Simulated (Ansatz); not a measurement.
# CH6AuN: basis-set convergence

One table from this session's results is given with a row withheld; the runs are named, their logs left out.

Program: Ansatz 0.2.0, Gaussian basis. Level of theory: one geometry, several basis sets. These are calculated values, not measurements.

Levels to be run: PBE0-D4/def2-SVP; ωB97M-V/def2-SVP; PBE0-D4/def2-QZVPP; ωB97M-V/def2-QZVPP; the functionals' def2-TZVPP values are taken from earlier runs.

**Structure used throughout**

All runs share one geometry, relaxed beforehand with PBE0-D4 in a triple-zeta def2 set. Au takes the def2 core potential; no spin-orbit term is included.

SMILES `[CH3][Au-][NH3+]`, 9 atoms, charge 0, spin multiplicity 1.

Atoms are counted from 1 here; the program's logs count them from 0.

Bond lengths: C1–Au2 2.019 Å, C1–H4 1.094 Å, C1–H5 1.094 Å, C1–H6 1.094 Å, Au2–N3 2.166 Å, N3–H7 1.014 Å, N3–H8 1.014 Å, N3–H9 1.014 Å. Angles: Au2–C1–H4 110.6°, Au2–C1–H5 110.6°, Au2–C1–H6 110.6°, H4–C1–H5 108.4°, H4–C1–H6 108.4°, H5–C1–H6 108.4°, C1–Au2–N3 180.0°, Au2–N3–H7 110.8°, Au2–N3–H8 110.8°, Au2–N3–H9 110.8°, H7–N3–H8 108.1°, H7–N3–H9 108.1°, H8–N3–H9 108.1°.

The first run:

Input file in.yaml:

```yaml
crystal:
  periodic: [false, false, false]
  atoms:
    - {symbol: C, position_ang: [-1.029468, 1.438399, -1.073347]}
    - {symbol: Au, position_ang: [-0.019018, 0.035129, -0.031835]}
    - {symbol: N, position_ang: [1.065150, -1.470992, 1.086145]}
    - {symbol: H, position_ang: [-1.913550, 1.002842, -1.547245]}
    - {symbol: H, position_ang: [-0.395866, 1.867088, -1.854791]}
    - {symbol: H, position_ang: [-1.355772, 2.246493, -0.412743]}
    - {symbol: H, position_ang: [1.998226, -1.597130, 0.710067]}
    - {symbol: H, position_ang: [0.586624, -2.363965, 1.046256]}
    - {symbol: H, position_ang: [1.152174, -1.204064, 2.060392]}
basis:
  gaussian: {orbitals: def2-SVP}
hamiltonian: {xc: pbe0, dispersion: d4}
output: {orbitals: {seedname: orbitals}}
```

Run with:

```bash
$ ansatz run in.yaml --threads 2 --pin off --events-out ev --progress --plain --max-ram 22528MiB --backend cpu
```

Among the steps run: PBE0-D4 in def2-SVP; ωB97M-V in def2-SVP; PBE0-D4 in def2-QZVPP; ωB97M-V in def2-QZVPP.

One table of the session follows, with a row left open; its other results are not shown here.

It belongs to the step «Density functionals: the series». 

| functional | basis | HOMO (eV) | LUMO (eV) |
| --- | --- | --- | --- |
| PBE0-D4 | def2-SVP | -6.16 | 0.30 |
| PBE0-D4 | def2-TZVPP | -6.24 | -0.20 |
| PBE0-D4 | def2-QZVPP | -6.26 | -0.60 |
| ωB97M-V | def2-SVP | ? | ? |
| ωB97M-V | def2-TZVPP | -8.36 | 1.14 |
| ωB97M-V | def2-QZVPP | -8.38 | 0.33 |

**Question.** Estimate the row for ωB97M-V, def2-SVP.

The run gave: HOMO (eV): -8.28; LUMO (eV): 1.84. In the column «HOMO (eV)» it lies between ωB97M-V, def2-TZVPP (-8.36) and PBE0-D4, def2-QZVPP (-6.26).
